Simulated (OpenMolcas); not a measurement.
# CH5Ge (SMILES [CH3][GeH2]): a chain of runs

We compute the energy (ROHF/ANO-RCC-MB), then a single-point energy (CASSCF(3,3)/ANO-RCC-VDZP), then the energy along one coordinate (CASPT2(3,3)/ANO-RCC-VDZP), then an energy scan (SC-NEVPT2(3,3)/ANO-RCC-VDZP), then an energy scan (MC-PDFT[tPBE](3,3)/ANO-RCC-VDZP) of CH5Ge. 

The calculation is run with OpenMolcas 26.06.

## 1. The system as given

CH5Ge has 7 atoms, charge 0, and is taken as a doublet. SMILES: `[CH3][GeH2]`. Geometry: relaxed at PBE0-D4/def2-TZVP.

Bond lengths: C1–Ge2 1.960 Å, C1–H3 1.090 Å, C1–H4 1.090 Å, C1–H5 1.093 Å, Ge2–H6 1.546 Å, Ge2–H7 1.546 Å. Angles: C1–Ge2–H6 111.3°, C1–Ge2–H7 111.3°, Ge2–C1–H3 110.3°, Ge2–C1–H4 110.3°, Ge2–C1–H5 109.7°, H6–Ge2–H7 109.5°, H3–C1–H4 109.0°, H3–C1–H5 108.8°, H4–C1–H5 108.8°.

## 2. The energy at ROHF/ANO-RCC-MB (DKH2) (run 1)

coord.xyz reads:

```xyz
7

C     -0.247600    -0.809300    -0.206400
Ge     0.396000     0.824800     0.663000
H     -1.153200    -1.166400     0.283800
H      0.513100    -1.588100    -0.157000
H     -0.473200    -0.603400    -1.255600
H     -0.673100     1.940800     0.621200
H      1.699200     1.333700     0.005300
```

step1.inp reads:

```
>>> EXPORT MOLCAS_PRINT=2

&gateway
 coord=coord.xyz
 basis=ANO-RCC-MB
 group=NoSym

&seward

&scf
 uhf
 spin=2
 prorbitals=0

&rasscf
 fileorb=$Project.UnaOrb
 spin=2
 nactel=1 0 0
 inactive=21
 ras2=1
 outorbitals=Canonical
 orblisting=Nothing
```

Run with:

```console
$ export MOLCAS_MEM=1860
$ pymolcas step1.inp > step1.log
```

Output:

```text
--- Start Module: gateway ---
[...]
--- Stop Module: gateway /rc=_RC_ALL_IS_WELL_ ---
[...]
      Basis functions           28
[...]
--- Start Module: scf ---
[...]
       Convergence after  12 Iterations
[...]
::    Total SCF energy                              -2137.6953233677
[...]
      Total spin, S                                     0.5008946003
[...]
--- Stop Module: scf /rc=_RC_ALL_IS_WELL_ ---
[...]
--- Start Module: rasscf ---
[...]
      Number of active orbitals                  1
[...]
      Spin quantum number                      0.5
[...]
      Active orbitals                            1
[...]
      Number of CSFs                             1
[...]
      Number of root(s) required                 1
[...]
      Convergence after  6 iterations
[...]
      printout of CI-coefficients larger than  0.05 for root  1
      energy=   -2137.695017
      conf/sym  1     Coeff  Weight
             1  u   1.00000 1.00000
      Natural orbitals and occupation numbers for root  1
      sym 1:   1.000000
      ************************************************************************************************************************
      *                                                    Final results                                                     *
[...]
::    RASSCF root number  1 Total energy:  -2137.69501675
[...]
      Total electronic charge=   43.000000
      Total            charge=   -0.000000
[...]
      Dipole Moment (debye):
      Origin of the operator (angstrom)=    0.2882    0.5626    0.5060
                   X= -8.5763E-02               Y= -4.8049E-01               Z=  1.4479E-01           Total=  5.0910E-01
      Quadrupole Moment (debye*angstrom):
[...]
--- Stop Module: rasscf /rc=_RC_ALL_IS_WELL_ ---
[...]
```

Run time: 6.6 s. Hardware: 1 thread of Intel Xeon Platinum 8259CL at 2.50GHz (Skylake/Cascade Lake), shared host; peak memory 0.41 GiB.

## 3. The energy at CASSCF(3,3)/ANO-RCC-VDZP (DKH2) (run 2)

coord.xyz is that of step 2.

step2.input reads:

```
* CH5Ge CASSCF
&GATEWAY
Coord=coord.xyz
Basis=ANO-RCC-MB
Group=NoSym
&SEWARD
&RASSCF
FileOrb=$CurrDir/step1.RasOrb
Alter=2
1 18 21
1 23 28
Spin=2
Nactel=3 0 0
Inactive=20
Ras2=3
OrbListing=Nothing
>>> COPY $Project.RunFile RUNFIL1
>>> COPY $Project.RasOrb INPORB
&GATEWAY
Coord=coord.xyz
Basis=ANO-RCC-VDZP
Group=NoSym
&SEWARD
>>> COPY $Project.RunFile RUNFIL2
&EXPBAS
&RASSCF
FileOrb=$Project.ExpOrb
Spin=2
Nactel=3 0 0
Inactive=20
Ras2=3
OrbListing=Nothing
OrbAppear=Compact
```

Run with:

```console
$ export MOLCAS_MEM=1860
$ pymolcas step2.input > step2.log
```

Output:

```text
[...]
      Basis functions           28
[...]
      Number of active orbitals                  3
[...]
      Spin quantum number                      0.5
[...]
      Active orbitals                            3
[...]
      Number of CSFs                             8
[...]
      Number of root(s) required                 1
[...]
      Convergence after 51 iterations
[...]
      printout of CI-coefficients larger than  0.05 for root  1
      energy=   -2137.709195
      conf/sym  111     Coeff  Weight
             1  2u0   0.99557 0.99115
             8  0u2   0.09396 0.00883
      Natural orbitals and occupation numbers for root  1
      sym 1:   1.982316   0.999994   0.017690
      ************************************************************************************************************************
      *                                                    Final results                                                     *
[...]
::    RASSCF root number  1 Total energy:  -2137.70919499
[...]
      Basis functions           66
[...]
      Convergence after 12 iterations
[...]
      Natural orbitals and occupation numbers for root  1
      sym 1:   1.982989   0.999990   0.017022
      ************************************************************************************************************************
      *                                                    Final results                                                     *
[...]
::    RASSCF root number  1 Total energy:  -2137.80843614
[...]
      Total electronic charge=   43.000000
      Total            charge=   -0.000000
[...]
      Dipole Moment (debye):
      Origin of the operator (angstrom)=    0.2882    0.5626    0.5060
                   X= -1.4774E-01               Y= -6.9486E-01               Z=  3.8315E-02           Total=  7.1143E-01
      Quadrupole Moment (debye*angstrom):
[...]
```

Wall time 21 s (1 thread of Intel Xeon Platinum 8259CL at 2.50GHz (Skylake/Cascade Lake), shared host); peak memory 0.45 GiB.

## 4. An energy scan at CASPT2(3,3)/ANO-RCC-VDZP (DKH2, ipea shift 0.25 Eh, pt2 variant SS) (run 3)

step3.input reads:

```
>>> COPY $CurrDir/step2.RasOrb $Project.RasOrb
>>> ForEach K in (1, 2, 3, 4, 5, 6, 7, 8, 9)

&GATEWAY
  Coord=$CurrDir/point$K.xyz
  Basis=ANO-RCC-VDZP
  Group=NoSym

&SEWARD

&RASSCF
  FileOrb=$Project.RasOrb
  Spin=2
  Nactel=3 0 0
  Inactive=20
  Ras2=3
  OrbListing=Nothing
  OrbAppear=Compact

&CASPT2
  Imaginary=0.2
  Frozen=10
>>> EndDo
```

Run with:

```console
$ export MOLCAS_MEM=1860
$ pymolcas step3.input > step3.log
```

Output:

```text
[...]
      Basis functions           66
[...]
      Number of active orbitals                  3
[...]
      Spin quantum number                      0.5
[...]
      Active orbitals                            3
[...]
      Number of CSFs                             8
[...]
      Number of root(s) required                 1
[...]
      Convergence after 11 iterations
[...]
      printout of CI-coefficients larger than  0.05 for root  1
      energy=   -2137.797118
      conf/sym  111     Coeff  Weight
             1  2u0   0.99704 0.99408
             8  0u2   0.07687 0.00591
      Natural orbitals and occupation numbers for root  1
      sym 1:   1.988173   0.999994   0.011833
      ************************************************************************************************************************
      *                                                    Final results                                                     *
[...]
::    RASSCF root number  1 Total energy:  -2137.79711792
[...]
::    CASPT2 Root  1     Total energy:  -2138.20368571
[...]
      Convergence after 11 iterations
[...]
      Natural orbitals and occupation numbers for root  1
      sym 1:   1.982984   0.999990   0.017027
      ************************************************************************************************************************
      *                                                    Final results                                                     *
[...]
      Convergence after 13 iterations
[...]
      Convergence after 11 iterations
[...]
      Convergence after 10 iterations
[...]
::    RASSCF root number  1 Total energy:  -2137.65611476
[...]
::    CASPT2 Root  1     Total energy:  -2138.04911576
[...]
      Convergence after 10 iterations
[...]
::    RASSCF root number  1 Total energy:  -2137.64644660
[...]
::    CASPT2 Root  1     Total energy:  -2138.03666744
[...]
```

It took 2.4 min on 1 thread of Intel Xeon Platinum 8259CL at 2.50GHz (Skylake/Cascade Lake), shared host; peak memory 0.45 GiB.

The scan, from its lowest point:

| H3–C1 (Å) | energy (kJ/mol) |
| --- | --- |
| 0.981 | 27.7 |
| 1.090 | 0.0 |
| 1.199 | 13.3 |
| 1.362 | 69.3 |
| 1.580 | 164.0 |
| 1.853 | 272.5 |
| 2.180 | 366.2 |
| 2.616 | 433.5 |
| 3.270 | 466.2 |

## 5. The energy along one coordinate at SC-NEVPT2(3,3)/ANO-RCC-VDZP (DKH2, pt2 variant SC-NEVPT2) (run 4)

step4.input reads:

```
* CH5Ge NEVPT2
>>> EXPORT MOLCAS_PRINT=2
>>> COPY $CurrDir/step2.RasOrb $Project.RasOrb
>>> ForEach K in (1, 2, 3, 4, 5, 6, 7, 8, 9)
&GATEWAY
COORD=$CurrDir/point$K.xyz
BASIS=ANO-RCC-VDZP
GROUP=NoSym
&SEWARD
&RASSCF
FILEORB=$Project.RasOrb
SPIN=2
NACTEL=3 0 0
INACTIVE=20
RAS2=3
ORBLISTING=Nothing
ORBAPPEAR=Compact
&CASPT2
SC-NEVPT2
FROZEN=10
>>> EndDo
```

Run with:

```console
$ export MOLCAS_MEM=1860
$ pymolcas step4.input > step4.log
```

Output:

```text
[...]
      Basis functions           66
[...]
      Number of active orbitals                  3
[...]
      Spin quantum number                      0.5
[...]
      Active orbitals                            3
[...]
      Number of CSFs                             8
[...]
      Number of root(s) required                 1
[...]
      Convergence after 11 iterations
[...]
      printout of CI-coefficients larger than  0.05 for root  1
      energy=   -2137.797118
      conf/sym  111     Coeff  Weight
             1  2u0   0.99704 0.99408
             8  0u2   0.07687 0.00591
      Natural orbitals and occupation numbers for root  1
      sym 1:   1.988173   0.999994   0.011833
      ************************************************************************************************************************
      *                                                    Final results                                                     *
[...]
::    RASSCF root number  1 Total energy:  -2137.79711792
[...]
::    SC-NEVPT2 Root  1     Total energy:  -2138.20001002
[...]
      Convergence after 11 iterations
[...]
      Natural orbitals and occupation numbers for root  1
      sym 1:   1.982984   0.999990   0.017027
      ************************************************************************************************************************
      *                                                    Final results                                                     *
[...]
      Convergence after 13 iterations
[...]
      Convergence after 11 iterations
[...]
      Convergence after 10 iterations
[...]
::    RASSCF root number  1 Total energy:  -2137.65611476
[...]
::    SC-NEVPT2 Root  1     Total energy:  -2138.04590037
[...]
      Convergence after 10 iterations
[...]
::    RASSCF root number  1 Total energy:  -2137.64644660
[...]
::    SC-NEVPT2 Root  1     Total energy:  -2138.03388084
[...]
```

Wall time 2.2 min (1 thread of Intel Xeon Platinum 8259CL at 2.50GHz (Skylake/Cascade Lake), shared host); peak memory 0.45 GiB.

The scan, from its lowest point:

```csv
H3–C1 (Å),energy (kJ/mol)
0.981,29.0
1.090,0.0
1.199,12.2
1.362,66.9
1.580,161.1
1.853,270.4
2.180,365.6
2.616,433.6
3.270,465.2
```

## 6. An energy scan at MC-PDFT[tPBE](3,3)/ANO-RCC-VDZP (DKH2) (run 5)

step5.input reads:

```
>>> COPY $CurrDir/step2.RasOrb $Project.RasOrb
>>> ForEach K in (1, 2, 3, 4, 5, 6, 7, 8, 9)

&GATEWAY
  Coord
  $CurrDir/point$K.xyz
  Basis
  ANO-RCC-VDZP
  Group
  NoSym

&SEWARD

&RASSCF
  FileOrb
  $Project.RasOrb
  Spin
  2
  Nactel
  3 0 0
  Inactive
  20
  Ras2
  3
  OrbListing
  Nothing
  OrbAppear
  Compact

&MCPDFT
  KSDFT
  T:PBE
>>> EndDo
```

Run with:

```console
$ export MOLCAS_MEM=1860
$ pymolcas step5.input > step5.log
```

Output:

```text
[...]
      Basis functions           66
[...]
      Number of active orbitals                  3
[...]
      Spin quantum number                      0.5
[...]
      Active orbitals                            3
[...]
      Number of CSFs                             8
[...]
      Number of root(s) required                 1
[...]
      Convergence after 11 iterations
[...]
      printout of CI-coefficients larger than  0.05 for root  1
      energy=   -2137.797118
      conf/sym  111     Coeff  Weight
             1  2u0   0.99704 0.99408
             8  0u2   0.07687 0.00591
      Natural orbitals and occupation numbers for root  1
      sym 1:   1.988173   0.999994   0.011833
      ************************************************************************************************************************
      *                                                    Final results                                                     *
[...]
::    RASSCF root number  1 Total energy:  -2137.79711792
[...]
::    MCPDFT root number  1 Total energy:  -2139.44082734
[...]
      Convergence after 11 iterations
[...]
      Natural orbitals and occupation numbers for root  1
      sym 1:   1.982984   0.999990   0.017027
      ************************************************************************************************************************
      *                                                    Final results                                                     *
[...]
      Convergence after 13 iterations
[...]
      Convergence after 11 iterations
[...]
      Convergence after 10 iterations
[...]
::    RASSCF root number  1 Total energy:  -2137.65611476
[...]
::    MCPDFT root number  1 Total energy:  -2139.27683991
[...]
      Convergence after 10 iterations
[...]
::    RASSCF root number  1 Total energy:  -2137.64644660
[...]
::    MCPDFT root number  1 Total energy:  -2139.26381411
[...]
```

Run time: 2.3 min. Hardware: 1 thread of Intel Xeon Platinum 8259CL at 2.50GHz (Skylake/Cascade Lake), shared host; peak memory 0.45 GiB.

The scan, from its lowest point:

```csv
H3–C1 (Å),energy (kJ/mol)
0.981,27.4
1.090,0.0
1.199,13.2
1.362,69.1
1.580,165.2
1.853,278.6
2.180,381.3
2.616,458.0
3.270,492.2
```

## 7. Outcome

| quantity | value |
| --- | --- |
| run 1, ROHF/ANO-RCC-MB: total energy | -2137.69502 Eh |
| run 1, ROHF/ANO-RCC-MB: dipole moment | 0.51 D |
| run 2, CASSCF(3,3)/ANO-RCC-VDZP: total energy | -2137.80844 Eh |
| run 2, CASSCF(3,3)/ANO-RCC-VDZP: dipole moment (CASSCF density) | 0.71 D |
| run 3, CASPT2(3,3)/ANO-RCC-VDZP: lowest energy of the scan | -2138.21424 Eh |
| run 4, SC-NEVPT2(3,3)/ANO-RCC-VDZP: lowest energy of the scan | -2138.21106 Eh |
| run 5, MC-PDFT[tPBE](3,3)/ANO-RCC-VDZP: lowest energy of the scan | -2139.45127 Eh |

Mulliken charges (run 2, CASSCF(3,3)/ANO-RCC-VDZP) run from -0.23 on H6 to +0.75 on Ge2; they depend strongly on the basis. The run (run 3, CASPT2(3,3)/ANO-RCC-VDZP) may have ended on a state above the lowest. The run (run 4, SC-NEVPT2(3,3)/ANO-RCC-VDZP) may have ended on a state above the lowest. The run (run 5, MC-PDFT[tPBE](3,3)/ANO-RCC-VDZP) may have ended on a state above the lowest.
